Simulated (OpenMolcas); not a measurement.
**Pd²⁺ among point charges: CASSCF levels and susceptibility**

Aim: the splitting of the states of Pd²⁺ in the field of 6 point charges, its lowest levels with spin-orbit coupling and its magnetic susceptibility.

The numbers are computed with OpenMolcas 26.06 (state-averaged CASSCF, spin-orbit coupling by RASSI with atomic mean-field integrals), except any that are marked as measured or tabulated.

1 further run of the same task is left out (it didn't finish).

## Step 1: Starting point

```
Species                           : Pd²⁺ (palladium, Z = 46, 44 electrons)
Basis                             : ANO-RCC-VDZP [6s5p3d1f], 43 functions
Scalar Hamiltonian                : DKH2, point nucleus
Inactive shells                   : 1s 2s 2p 3s 3p 3d 4s 4p
Active space                      : 8 electrons in 5 orbitals (4d)
Some configurations of this space : 4d⁸
Orbitals                          : optimised for each spin and parity, averaged over all roots
```

The outer shells:

4d8
```
4d [↑↓][↑↓][↑↓][↑ ][↑ ]
```

The ion sits among 6 point charges of -1.7 e arranged as a trigonal prism (D3h), 2.1 Å from the ion, with a polar angle of 53.5° against the regular 49.1°. The active orbitals were held to one l.

The work runs as a chain of OpenMolcas steps in one folder; each step below is one input file. Labels, J, g values, rates, χT and fits are worked out afterwards by a script from the matrices that RASSI stores.

## Step 2: Basis and integrals

a.inp

```
&GATEWAY
Coord
1

Pd 0.0 0.0 0.0
Basis=ANO-RCC-VDZP
Group=NoSym
NoMove
AngMom=0.0 0.0 0.0
AMFI
XField
6 Angstrom 0
1.688514 0.000000 1.248568 -1.700000
-0.844257 1.462296 1.248568 -1.700000
-0.844257 -1.462296 1.248568 -1.700000
1.688514 0.000000 -1.248568 -1.700000
-0.844257 1.462296 -1.248568 -1.700000
-0.844257 -1.462296 -1.248568 -1.700000
&SEWARD
```

On the command line:

```sh
OMP_NUM_THREADS=1 MOLCAS_MEM=1689 MOLCAS_PROJECT=a pymolcas a.inp > a.log
```

## Step 3: CASSCF: triplets, 10 roots

a.inp

```
&RASSCF
FileOrb=start.orb
Symmetry=1
Spin=3
nActEl=8 0 0
Inactive=18
Ras2=5
CIRoot=10 10 1
SDav=10
CIMx=300
Iter=120 100
PrWF=0.3
OrbListing=Nothing
MaxOrb=0
SupSym
1
15 10 11 12 13 14 19 20 21 22 23 32 33 34 35 36
>>> COPY $Project.JobIph JOB001
```

start.orb holds the contracted functions of the basis, ordered by shell, or the orbitals of the step before.

## Step 4: CASSCF: singlets, 15 roots

a.inp

```
&RASSCF
FileOrb=start.orb
Symmetry=1
Spin=1
nActEl=8 0 0
Inactive=18
Ras2=5
CIRoot=15 15 1
SDav=15
CIMx=300
Iter=120 100
PrWF=0.3
OrbListing=Nothing
MaxOrb=0
SupSym
1
15 10 11 12 13 14 19 20 21 22 23 32 33 34 35 36
>>> COPY $Project.JobIph JOB002
```

## Step 5: State interaction with spin-orbit coupling

a.inp

```
&RASSI
NrOfJobIphs=2 10 15
1 2 3 4 5 6 7 8 9 10
1 2 3 4 5 6 7 8 9 10 11 12 13 14 15
IphNames
JOB001
JOB002
EJob
SpinOrbit
DIPRint=1.0
SOCoupling=1000.0
Subsets=2
Property=9
'ANGMOM' 1 'ANGMOM' 2 'ANGMOM' 3 'MLTPL  1' 1 'MLTPL  1' 2 'MLTPL  1' 3
'AMFI' 1 'AMFI' 2 'AMFI' 3
SOProperty=3
'ANGMOM' 1 'ANGMOM' 2 'ANGMOM' 3
```

**Question.** What will these runs give? Wanted: spin-free ground state; first state of the same spin within the active space; lowest level; next level.

The runs gave:

| quantity | value |
| --- | --- |
| method | CASSCF |
| spin-free ground state | 3A2, 1-fold in its orbital part |
| first state of the same spin within the active space | triplet at 2530 cm⁻¹ |
| lowest level | 1-fold A1 |
| next level | 443.7 cm⁻¹ |
| χT at 300 K | 2.34 cm³ K/mol |
| effective moment at 300 K | 4.33 μB |

What this shows: The spin-free ground state (3A2) comes to 98 % from free-ion F terms and keeps the highest spin of the shell. χT at 300 K is 2.34, against 1.00 cm³ K/mol for the spin alone, so orbital moment adds to it. The field of point charges can differ much from that of real complexes. This is an electrostatic model: the charges have no orbitals.
